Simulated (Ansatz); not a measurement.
# Bi4Te3: the cost of one run

Computed with Ansatz 0.2.0 (DFT PBE, scalar-relativistic, plane waves, PAW, unless a step's input says otherwise).

1 further run of the same task is left out (set aside as unsound or not needed).

## Step 1: The structure to begin with

Symmetry: P3m1, No. 156, trigonal system. The conventional cell has a = 4.508 Å, b = 4.508 Å, c = 41.047 Å, α = 90.00°, β = 90.00°, γ = 120.00°. Around Bi (site symmetry 3m) lie 3 Bi at 3.08 Å. Te (site symmetry 3m) is surrounded by 3 Bi at 3.11 Å. Around Bi (site symmetry 3m) lie 6 Te at 3.11 to 3.29 Å. Te (site symmetry 3m) has 6 Bi at 3.29 Å as nearest neighbours. Around Bi (site symmetry 3m) lie 3 Bi at 3.09 Å. Only part of the 14 independent sites is listed.

Structure file:

```
Bi Te
1.0
     4.50770    0.00000    0.00000
    -2.25385    3.90378    0.00000
     0.00000    0.00000   41.04663
Bi Te
8 6
Direct
  0.00000 0.00000 0.18257
  0.66667 0.33333 0.22292
  0.00000 0.00000 0.32838
  0.33333 0.66667 0.42650
  0.66667 0.33333 0.53201
  0.33333 0.66667 0.57241
  0.66667 0.33333 0.67803
  0.00000 0.00000 0.77648
  0.33333 0.66667 0.28695
  0.66667 0.33333 0.37741
  0.00000 0.00000 0.46798
  0.00000 0.00000 0.63631
  0.33333 0.66667 0.72673
  0.66667 0.33333 0.81708
```

Miller indices refer to the conventional cell of the relaxed bulk, R-3m (No. 166): a = 4.508 Å, b = 4.508 Å, c = 43.006 Å, α = 90.00°, β = 90.00°, γ = 120.00°.

As cut, it was a (001) slab, 26.0 Å thick as cut, with 15 Å of vacuum; its outer planes are Te (top) and Bi (bottom); it was relaxed in an earlier run.

## Step 2: Bands of the relaxed slab

The cell repeats along c, and a dipole correction in the vacuum removes the field between the copies.

input.yaml reads:

```yaml
crystal:
  lattice:
    - [4.5076968796, 0.0, 0.0]
    - [-2.2538484398, 3.9037800103, 0.0]
    - [0.0, 0.0, 41.046626063]
  atoms:
    - { symbol: Bi, position: [0.0, 0.0, 0.1825745289] }
    - { symbol: Bi, position: [0.6666666667, 0.3333333333, 0.2229174441] }
    - { symbol: Te, position: [0.3333333333, 0.6666666667, 0.2869462527] }
    - { symbol: Bi, position: [0.0, 0.0, 0.3283775064] }
    - { symbol: Te, position: [0.6666666667, 0.3333333333, 0.3774105246] }
    - { symbol: Bi, position: [0.3333333333, 0.6666666667, 0.4264951693] }
    - { symbol: Te, position: [0.0, 0.0, 0.4679799589] }
    - { symbol: Bi, position: [0.6666666667, 0.3333333333, 0.5320056878] }
    - { symbol: Bi, position: [0.3333333333, 0.6666666667, 0.5724111055] }
    - { symbol: Te, position: [0.0, 0.0, 0.6363111249] }
    - { symbol: Bi, position: [0.6666666667, 0.3333333333, 0.6780320249] }
    - { symbol: Te, position: [0.3333333333, 0.6666666667, 0.7267276634] }
    - { symbol: Bi, position: [0.0, 0.0, 0.7764786781] }
    - { symbol: Te, position: [0.6666666667, 0.3333333333, 0.8170794184] }
basis:
  ecutwfc: 420
kpoints:
  mp_grid: { grid: [9, 9, 1] }
  band_path:
    path:
      - [0.5, 0, 0]
      - [0, 0, 0]
      - [0.3333333333333, 0.3333333333333, 0]
      - [0.5, 0, 0]
    npoints: 12
hamiltonian:
  xc: pbe
scf:
  occupations: { method: gaussian, width: 0.05 }
  n_extra_bands: 34
output:
  forces: true
  eigenvalues: true
  populations: true
  fatbands: true
  write_density: true
  write_potential: true
  elf: true
  volumetric_format: npy
efield:
  axis: 3
  dipole_correction: true
  ramp_width: 0.04
```

On the command line:

```console
$ ansatz run input.yaml --threads 8 --pin off --max-ram 15360MiB --backend cpu --events-out ev --progress --plain --runs-dir out
```

Q: Estimate wall time and peak memory on 8 threads of Arm Neoverse V1, shared host.

About 3.2 min, with a peak of 5.8 GiB.
